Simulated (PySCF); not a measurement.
# AlSeH3 in PySCF: notebook, part 2 of 2

PySCF 2.14.0. Earlier steps stand in the parts before.

**5. Atomic charges, HLE16**

run.py

```python
import json
import numpy as np
from pyscf.pbc import gto, scf, dft, df
from pyscf.pbc.tools import pyscf_ase
from ase.io import read

atoms = read('AlH3Se.xyz')
cell = pyscf_ase.cell_from_ase(atoms)
cell.basis = 'def2-svp'
cell.exp_to_discard = 0
cell.precision = 1e-08
cell.max_memory = 2520  # MB
cell.verbose = 4
cell.build()

res = {}
kpts = cell.make_kpts([1, 1, 1])
mf = dft.KRKS(cell, kpts, xc='GGA_XC_HLE16')
mf = mf.density_fit()
mf.with_df._cderi = 'cderi.h5'  # three-centre integrals saved by an earlier run on this cell, basis and mesh
mf.conv_tol = 1e-07
mf.max_cycle = 60

mf.kernel()
res.update(converged=bool(mf.converged), e_tot=mf.e_tot, nelec=cell.nelectron, nao=cell.nao, mesh=list(map(int, cell.mesh)), a=cell.lattice_vectors().tolist(), coords=cell.atom_coords().tolist(),
           mo_energy=[np.real(x).tolist() for x in mf.mo_energy], mo_occ=[np.real(x).tolist() for x in mf.mo_occ])
res.update(kpts=cell.get_scaled_kpts(kpts).tolist())
res['parts'] = {k: float(np.real(v)) for k, v in mf.scf_summary.items() if np.isscalar(v)}
json.dump(res, open('results.json', 'w'))
if not mf.converged:
    raise SystemExit('SCF not converged')

print('levels (eV)')
for i, kp in enumerate(res['kpts'][:40]):
    print('k %7.4f %7.4f %7.4f  ' % tuple(kp), ' '.join('%.3f' % (x * 27.211386) for x in res['mo_energy'][i][:30]))

# Mulliken populations
dm, s = np.asarray(mf.make_rdm1()), np.asarray(mf.get_ovlp())
sites = cell.aoslice_by_atom()[:, 2:]
tot = np.einsum('kij,kji->i', dm, s).real / len(kpts)
res['mulliken'] = [cell.atom_charge(i) - tot[a0:a1].sum() for i, (a0, a1) in enumerate(sites)]
print('Mulliken charges', np.round(res['mulliken'], 5))
res['meta_lowdin'] = mf.mulliken_meta()[1].tolist()
res['done'] = True
json.dump(res, open('results.json', 'w'))
```

AlH3Se.xyz

```xyz
5
Lattice="12.0000000000 0.0000000000 0.0000000000 0.0000000000 12.0000000000 0.0000000000 0.0000000000 0.0000000000 12.0000000000" Properties=species:S:1:pos:R:3 pbc="T T T"
Al     5.5334000400      5.3987499600      6.1296500400
Se     6.8388999600      7.2760500000      6.4857500400
H      4.7318000400      4.8567500400      7.3779500400
H      5.4945000000      4.7484500400      4.6900500000
H      7.2942000000      7.2935499600      5.0893500000
```

The run is started by

```bash
OMP_NUM_THREADS=2 python -u run.py > log
```

It took 14 s on 2 threads of Intel Xeon at 2.70GHz, shared host; peak memory 1.9 GiB.

It converged, with:

| Property | Result |
| --- | --- |
| Free energy | -72693.9967 eV |
| Gap between the frontier levels | 4.80 eV |
| Meta-löwdin charges | Al +0.57; Se -0.30; H -0.17, +0.07 e |

Levels at points of the mesh, in eV from the valence-band top:
```csv
k point,band 23,band 24,band 25,band 26,band 27,band 28
"(0.00, 0.00, 0.00)",-1.56,-1.21,0.00,4.80,5.89,6.43
```

Caveat: this is a molecule in a periodic box at the Γ point, so its band gap is the HOMO-LUMO gap; population charges move with the basis; relativity is left out, which matters for the heavier elements; the basis of atomic orbitals isn't converged, which shifts pressures, moduli and gaps.

**6. Atomic charges, SCAN+D3**

Changes to run.py since step 5:

```diff
@@ -16,4 +16,9 @@
 res = {}
+from pyscf.dispersion import dftd3
+d = dftd3.DFTD3Dispersion(cell, xc='scan', version='d3zero', atm=False).get_dispersion(grad=True)
+print('dispersion energy = %.10f' % d['energy'])
+res['e_disp'] = float(d['energy'])
+
 kpts = cell.make_kpts([1, 1, 1])
-mf = dft.KRKS(cell, kpts, xc='GGA_XC_HLE16')
+mf = dft.KRKS(cell, kpts, xc='scan')
 mf = mf.density_fit()
```

AlH3Se.xyz is that of step 5.

Potentials or basis: def2-svp (all-electron).

The run is started by

```bash
OMP_NUM_THREADS=2 python -u run.py > log
```

Output:

```text
Discarded 0 diffused primitive functions, 0 contracted functions

PySCF version 2.14.0

[INPUT] verbose = 4
[INPUT] num. atoms = 5
[INPUT] num. electrons = 50
[INPUT] charge = 0
[INPUT] spin (= nelec alpha-beta = 2S) = 0
[INPUT] symmetry False subgroup None
[INPUT] Mole.unit = angstrom
[INPUT] Symbol           X                Y                Z      unit          X                Y                Z       unit  Magmom
[INPUT]  1 Al     5.533400040000   5.398749960000   6.129650040000 AA   10.456610613257  10.202158839407  11.583359815029 Bohr   0.0
[INPUT]  2 Se     6.838899960000   7.276050000000   6.485750040000 AA   12.923647917699  13.749741768642  12.256291287987 Bohr   0.0
[INPUT]  3 H      4.731800040000   4.856750040000   7.377950040000 AA    8.941806151806   9.177927431070  13.942304936324 Bohr   0.0
[INPUT]  4 H      5.494500000000   4.748450040000   4.690050000000 AA   10.383100191423   8.973270091780   8.862910010516 Bohr   0.0
[INPUT]  5 H      7.294200000000   7.293549960000   5.089350000000 AA   13.784040297802  13.782811900232   9.617477652055 Bohr   0.0

nuclear repulsion = -18.5479981111118
number of shells = 29
number of NR pGTOs = 131
number of NR cGTOs = 65
basis = def2-svp
ecp = {}
lattice vectors  a1 [22.676713495, 0.000000000, 0.000000000]
                 a2 [0.000000000, 22.676713495, 0.000000000]
                 a3 [0.000000000, 0.000000000, 22.676713495]
dimension = 3
low_dim_ft_type = None
Cell volume = 11661.1
exp_to_discard = 0
rcut = 29.36596730419549 (nimgs = [2 2 2])
precision = 1e-08
pseudo = None
ke_cutoff = 6972809.10771227
    = [26957 26957 26957] mesh (19589108689493 PWs)
dispersion energy = -0.0001309188

******** <class 'pyscf.pbc.dft.krks.KRKS'> ********
method = KRKS
initial guess = minao
damping factor = 0
level_shift factor = 0
DIIS = <class 'pyscf.scf.diis.CDIIS'>
diis_start_cycle = 1
diis_space = 8
diis_damp = 0
SCF conv_tol = 1e-07
SCF conv_tol_grad = None
SCF max_cycles = 60
direct_scf = True
direct_scf_tol = 1e-13

******** PBC SCF flags ********
N kpts = 1
Exchange divergence treatment (exxdiv) = ewald
    madelung (= occupied orbital energy shift) = 0.12511943056182773
    Total energy shift due to Ewald probe charge = -1/2 * Nelec*madelung = -3.12798576405
DF object = <pyscf.pbc.df.df.GDF object>
XC functionals = scan
small_rho_cutoff = 0
radial grids:
    Treutler-Ahlrichs [JCP 102, 346 (1995); DOI:10.1063/1.469408] (M4) radial grids

becke partition: Becke, JCP 88, 2547 (1988); DOI:10.1063/1.454033
pruning grids: <function nwchem_prune>
grids dens level: 3
symmetrized grids: False
atomic radii adjust function: <function treutler_atomic_radii_adjust>
Set gradient conv threshold to 0.000316228

******** <class 'pyscf.pbc.df.rsdf_builder._RSNucBuilder'> ********
mesh = [45 45 45] (91125 PWs)
ke_cutoff = 18.57868094385515
omega = 0.5413047523121697
exclude_d_aux = False
exclude_dd_block = True
j2c_eig_always = False
has_long_range = True
tot grids = 69014
cell vol = 11661.122  sum(weights) = 11862.8678
nelec by numeric integration = 49.99999369365181
init E= -2645.3736560114
  HOMO = -0.268235602748  LUMO = -0.0747483248383  gap/eV = 5.26506
nelec by numeric integration = 49.99999492649496
cycle= 1 E= -2645.63107288067  delta_E= -0.257  |g|= 0.249  |ddm|= 2.13
  HOMO = -0.203148882653  LUMO = -0.0614264134393  gap/eV = 3.85646
nelec by numeric integration = 49.999994269100455
cycle= 2 E= -2645.62906793834  delta_E= 0.002  |g|= 0.22  |ddm|= 0.679
  HOMO = -0.236173304513  LUMO = -0.0539298784528  gap/eV = 4.95910
nelec by numeric integration = 49.99999461455681
cycle= 3 E= -2645.64721848753  delta_E= -0.0182  |g|= 0.102  |ddm|= 0.486
  HOMO = -0.227980947868  LUMO = -0.0573966568853  gap/eV = 4.64183
nelec by numeric integration = 49.99999458957435
cycle= 4 E= -2645.650061908  delta_E= -0.00284  |g|= 0.00714  |ddm|= 0.123
  HOMO = -0.228160419548  LUMO = -0.0583464899806  gap/eV = 4.62087
nelec by numeric integration = 49.999994580292366
cycle= 5 E= -2645.65007870515  delta_E= -1.68e-05  |g|= 0.00194  |ddm|= 0.0128
  HOMO = -0.228110290487  LUMO = -0.0581862664014  gap/eV = 4.62387
nelec by numeric integration = 49.99999458139767
cycle= 6 E= -2645.65007992784  delta_E= -1.22e-06  |g|= 0.000277  |ddm|= 0.00263
  HOMO = -0.228122315661  LUMO = -0.05812782017  gap/eV = 4.62579
nelec by numeric integration = 49.99999458154161
cycle= 7 E= -2645.65007995718  delta_E= -2.93e-08  |g|= 8.59e-05  |ddm|= 0.000586
  HOMO = -0.228102577854  LUMO = -0.0581328956929  gap/eV = 4.62511
nelec by numeric integration = 49.99999458148206
Extra cycle  E= -2645.65007995653  delta_E= 6.46e-10  |g|= 9.97e-05  |ddm|= 0.00031
converged SCF energy = -2645.65007995653
levels (eV)
k  0.0000  0.0000  0.0000   -12334.104 -1574.353 -1517.610 -1411.793 -1411.778 -1411.766 -210.716 -154.121 -153.975 -153.889 -110.916 -71.319 -71.081 -70.994 -54.370 -54.336 -54.261 -54.157 -54.153 -17.720 -10.404 -9.483 -7.478 -7.187 -6.207 -1.582 0.024 0.454 1.555 2.524
Mulliken charges [ 0.52916 -0.2871  -0.15691 -0.15983  0.07468]
 ** Mulliken pop on meta-lowdin orthogonal AOs **
 ** Mulliken pop  **
pop of  0 Al 1s           1.99999
pop of  0 Al 2s           1.99977
pop of  0 Al 3s           0.99634
pop of  0 Al 4s           0.00547
pop of  0 Al 2px          1.99985
pop of  0 Al 2py          1.99985
pop of  0 Al 2pz          1.99988
pop of  0 Al 3px          0.36077
pop of  0 Al 3py          0.42770
pop of  0 Al 3pz          0.74057
pop of  0 Al 4px          0.00472
pop of  0 Al 4py          0.00861
pop of  0 Al 4pz          0.01019
pop of  0 Al 3dxy         0.00387
pop of  0 Al 3dyz         0.00375
pop of  0 Al 3dz^2        0.00434
pop of  0 Al 3dxz         0.00277
pop of  0 Al 3dx2-y2      0.00494
pop of  1 Se 1s           2.00000
pop of  1 Se 2s           1.99997
pop of  1 Se 3s           1.99973
pop of  1 Se 4s           1.73212
pop of  1 Se 5s           0.00256
pop of  1 Se 2px          1.99999
pop of  1 Se 2py          1.99999
pop of  1 Se 2pz          1.99999
pop of  1 Se 3px          1.99989
pop of  1 Se 3py          1.99989
pop of  1 Se 3pz          1.99986
pop of  1 Se 4px          1.60554
pop of  1 Se 4py          1.61553
pop of  1 Se 4pz          1.24577
pop of  1 Se 5px          0.00237
pop of  1 Se 5py          0.00158
pop of  1 Se 5pz          0.00627
pop of  1 Se 3dxy         1.99978
pop of  1 Se 3dyz         1.99978
pop of  1 Se 3dz^2        1.99971
pop of  1 Se 3dxz         1.99976
pop of  1 Se 3dx2-y2      1.99979
pop of  1 Se 4dxy         0.00479
pop of  1 Se 4dyz         0.00250
pop of  1 Se 4dz^2        0.00610
pop of  1 Se 4dxz         0.00249
pop of  1 Se 4dx2-y2      0.00310
pop of  1 Se 5dxy         0.00001
pop of  1 Se 5dyz         0.00003
pop of  1 Se 5dz^2        0.00021
pop of  1 Se 5dxz         0.00011
pop of  1 Se 5dx2-y2      0.00001
pop of  2 H 1s            1.13180
pop of  2 H 2s            0.00101
pop of  2 H 2px           0.00071
pop of  2 H 2py           0.00030
pop of  2 H 2pz           0.00189
pop of  3 H 1s            1.13274
pop of  3 H 2s            0.00125
pop of  3 H 2px           0.00003
pop of  3 H 2py           0.00045
pop of  3 H 2pz           0.00244
pop of  4 H 1s            0.91282
pop of  4 H 2s            0.00698
pop of  4 H 2px           0.00099
pop of  4 H 2py           0.00055
pop of  4 H 2pz           0.00345
 ** Mulliken atomic charges  **
charge of    0Al =      0.42661
charge of    1Se =     -0.22919
charge of    2H =     -0.13571
charge of    3H =     -0.13691
charge of    4H =      0.07521
```

It took 14 s on 2 threads of Intel Xeon at 2.70GHz, shared host; peak memory 1.9 GiB.

Results:

```
Free energy                     : -71991.8098 eV
Gap between the frontier levels : 4.63 eV
Meta-löwdin charges             : Al +0.43; Se -0.23; H -0.14, +0.08 e
Dispersion energy per atom      : -0.001 eV
```

Caveat: this is a molecule in a periodic box at the Γ point, so its band gap is the HOMO-LUMO gap; the energy listed adds the dispersion energy to the SCF energy of the log; population charges move with the basis; relativity is left out, which matters for the heavier elements; the basis of atomic orbitals isn't converged, which shifts pressures, moduli and gaps.

**7. The runs side by side**

| level | three-centre integrals | three-body dispersion term | gap on the mesh (eV) |
| --- | --- | --- | --- |
| PBE | - | - | 4.10 |
| TPSS | read from an earlier run's file | - | 4.35 |
| BLYP+D3(BJ) | read from an earlier run's file | no | 4.04 |
| HLE16 | read from an earlier run's file | - | 4.80 |
| SCAN+D3 | read from an earlier run's file | no | 4.63 |

Alike in all rows: task atomic charges; potentials or basis def2-svp (all-electron); no spin polarisation; cell as given; k mesh 1 × 1 × 1; smearing fixed.

Caveats: this is a molecule in a periodic box at the Γ point, so its band gap is the HOMO-LUMO gap; relativity is left out, which matters for the heavier elements; the basis of atomic orbitals isn't converged, which shifts pressures, moduli and gaps.

Total energies depend on the potentials used, so only differences within one code and one set of settings carry meaning.
